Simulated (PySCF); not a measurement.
# Cl6Ir ([IrCl6]3-): the cost of one run

Programs: PySCF 2.14.0, with routines of our own; each step states its level. All values are computed. Atoms count from 0.

## Step 1: The starting structure

7 atoms, charge -3, multiplicity 1; geometry from: GFN2-xTB.

## Step 2: Geometry optimisation at PBE0-D3(BJ)/def2-SVP

The job: settings as JSON, then the geometry in Å.

```
{"job": {"xc": "PBE0", "basis": "def2-SVP", "d3": "d3bj", "grid": 1, "maxiter": 30, "shake": 0.03, "kind": "geom"}, "charge": -3, "multiplicity": 1}
Ir     0.062760    -0.077680     0.012130
Cl    -0.035840    -0.023040     2.361160
Cl    -0.042830     0.002340    -2.394590
Cl     2.468870     0.009690     0.008330
Cl    -2.375910    -0.017780    -0.051930
Cl    -0.021280     2.380250     0.003810
Cl     0.036100    -2.375800    -0.007450
```

Command:

```
OMP_NUM_THREADS=2 python heavy_run.py task.json out
```

The driver reads the jobs from task.json and runs them one after another.

**Question.** How long does this first job take on 2 threads of Arm Neoverse V2, shared host, and how much memory does it need?

About 49 s, with a peak of 0.6 GiB.
